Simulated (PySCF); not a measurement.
# [Bi(OH)2]+: other functionals and bases at one geometry

One table from this session's results is given with a row withheld; the runs are named, their logs left out.

Program: PySCF 2.14.0. Level of theory: several levels, as the steps say, no spin–orbit coupling. These are calculated values, not measurements.

3 further runs of the same task are left out: 2 for a known fault of the program, 1 set aside as unsound or not needed.

## Where the work starts

5 atoms, charge 1, spin multiplicity 1.

Bond lengths: Bi1–O2 2.028 Å, Bi1–O4 2.028 Å, O2–H3 0.976 Å, O4–H5 0.976 Å. Angles: O2–Bi1–O4 87.8°, Bi1–O2–H3 118.2°, Bi1–O4–H5 118.2°.

As a file:

```xyz
5

Bi    0.00000    0.00000   -0.49429
O     1.40566   -0.03253    0.96673
H     2.34467   -0.05892    0.70252
O    -1.40566    0.03253    0.96673
H    -2.34467    0.05892    0.70252
```

Formal oxidation states: Bi +3. An earlier session relaxed this geometry at r2SCAN, Bi def2-SVP with ECP60, O def2-SVP, H def2-SVP (singlet, point group C2v).

At r2SCAN on the finer grid: E = -365.912154 Eh, HOMO -13.31 eV, LUMO -9.93 eV, Mulliken charge on Bi1 +1.32 e, largest force component 0.014 eV/Å. 

Levels to run: B3LYP; BP86; TPSS; TPSSh; r2SCAN, TZVP; r2SCAN, x2c-SVP. Hardware: 2 threads of Arm Neoverse V2, shared host.

Set-up of the first run:

The input, run.py (the lines that set the calculation):

```python
mol = gto.M(atom='''
Bi     0.00000     0.00000    -0.49429
O      1.40566    -0.03253     0.96673
H      2.34467    -0.05892     0.70252
O     -1.40566     0.03253     0.96673
H     -2.34467     0.05892     0.70252''',
    basis={'Bi': 'def2-SVP', 'O': 'def2-SVP', 'H': 'def2-SVP'},
    ecp={'Bi': 'def2-SVP'},
    charge=1, spin=0)
mf = dft.RKS(mol, xc='B3LYP')
mf.grids.atom_grid = (75, 302)
mf = mf.density_fit()  # fitting sets: Bi def2-universal-JKFIT, O def2-universal-JKFIT, H def2-universal-JKFIT
mf.conv_tol = 1e-08; mf.max_cycle = 55
mf.kernel(dm0)  # dm0: the density of the relaxed state
```

Started as:

```console
> OMP_NUM_THREADS=2 python run.py
```

Among the steps run: B3LYP; BP86; TPSS; TPSSh; r2SCAN, TZVP; r2SCAN, x2c-SVP.

One table of the session follows, with a row left open; its other results are not shown here.

| level | HOMO (eV) | gap (eV) | charge on Bi1 (e) | dipole (D) | largest force component (eV/Å) |
| --- | --- | --- | --- | --- | --- |
| r2SCAN (relaxed here) | -13.31 | 3.39 | 1.32 | 3.20 | 0.01 |
| B3LYP | -14.17 | 4.64 | 1.32 | 3.33 | 0.10 |
| BP86 | -13.08 | 3.04 | 1.23 | 2.85 | 0.67 |
| TPSS | -13.02 | 3.17 | 1.27 | 2.97 | 0.50 |
| TPSSh | -13.61 | 3.99 | 1.32 | 3.21 | 0.13 |
| r2SCAN, TZVP | -13.46 | 3.49 | 1.35 | 3.16 | 1.24 |
| r2SCAN, x2c-SVP | ? | ? | ? | ? | ? |

**Question.** Estimate the row for r2SCAN, x2c-SVP.

The run gave: HOMO (eV): -13.33; gap (eV): 3.37; charge on Bi1 (e): 1.37; dipole (D): 3.20; largest force component (eV/Å): 0.43. In the column «HOMO (eV)» it lies between r2SCAN, TZVP (-13.46) and r2SCAN (relaxed here) (-13.31).

The dipole of a charged species depends on the origin, so these sizes hold for this origin alone.

In one basis the HOMO–LUMO gap runs from 3.04 eV (BP86) to 4.64 eV (B3LYP). The largest leftover force, 1.24 eV/Å with r2SCAN, TZVP, stands at a geometry relaxed at another level. Total energies of different levels can't be compared.
